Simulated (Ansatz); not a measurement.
This script makes a frozen displacement of one atom of RbSr₃, space group Pm-3m with Ansatz 0.2.0, Python API.

`rbsr3.xyz`
```text
4
Lattice="6.247385 0.0 0.0 0.0 6.247385 0.0 0.0 0.0 6.247385" Properties=species:S:1:pos:R:3 pbc="T T T"
Rb    0.00000000    0.00000000    0.00000000
Sr    0.00000000    3.12369250    3.12369250
Sr    3.12369250    0.00000000    3.12369250
Sr    3.12369250    3.12369250    0.00000000
```

`rbsr3.py`:
```python
# -*- coding: utf-8 -*-
import logging
import sys
import warnings

import ansatz as az
import numpy as np

logging.basicConfig(stream=sys.stdout, format="%(levelname)s:%(name)s:%(message)s")
log = logging.getLogger("run")
log.setLevel(logging.INFO)

FUNCTIONAL = "pbesol"
ECUT = 470
K_SPACING = 0.32
WIDTH_EV = 0.1

warnings.simplefilter("ignore", az.DeckWarning)

crystal = az.Crystal.from_extxyz("rbsr3.xyz")

inverse = np.linalg.inv(np.array(crystal.lattice.vectors))
home = np.array(crystal.sites[1].position)
values = np.linspace(-0.05, 0.05, 5)
energies, pulls = [], []
for shift in values:
    moved = crystal.move(1, to=home + shift * inverse[2])
    setup = (
        moved.calculation()
        .functional(FUNCTIONAL)
        .pseudopotentials("paw")
        .basis(ECUT)
        .kpoints(spacing=K_SPACING)
        .occupations(az.OccupationsMethod.COLD, width=WIDTH_EV)
        .forces()
    )
    r = setup.run().report
    energies.append(r["free_energy_ev"])
    pulls.append(r["forces_ev_ang"][1][2])

log.info("shift (A)   dE (eV)   force along z (eV/A)")
for shift, e, f in zip(values, energies, pulls):
    log.info(f"{shift:8.3f} {e - energies[2]:10.5f} {f:12.4f}")
log.info(f"stiffness from energies {2 * np.polyfit(values, energies, 2)[0]:.3f}, from forces {-np.polyfit(values, pulls, 1)[0]:.3f} eV/A^2")
```

How stiff is this displacement, and do energies and forces agree?

The curvature of the energy gives 1.270 eV/Å² and the slope of the force 1.270 eV/Å², a positive curvature.

The output:

```console
$ python rbsr3.py
INFO:run:shift (A)   dE (eV)   force along z (eV/A)
INFO:run:  -0.050    0.00159       0.0635
INFO:run:  -0.025    0.00040       0.0317
INFO:run:   0.000    0.00000       0.0000
INFO:run:   0.025    0.00040      -0.0317
INFO:run:   0.050    0.00159      -0.0635
INFO:run:stiffness from energies 1.270, from forces 1.270 eV/A^2
```

Notes:
- The mesh is modest for a metal, so energies can be off by several to tens of meV an atom and pressures by half a GPa or more; differences at equal mesh fare better.
- In a metal a curvature from energy changes of a few meV or less hangs on mesh and smearing, in size and even in sign.
- This cell is a computed structure, which may not be the phase found in nature.
- All periodic images of the atom move with it, so the curvature is one diagonal element of the zone-centre force constants and no normal mode; a positive value doesn't exclude soft modes in which several atoms move.
- Wall time of the script: 28 s on 1 thread of Intel(R) Xeon(R) Processor @ 2.30GHz, on a shared host, peak memory 0.65 GiB.
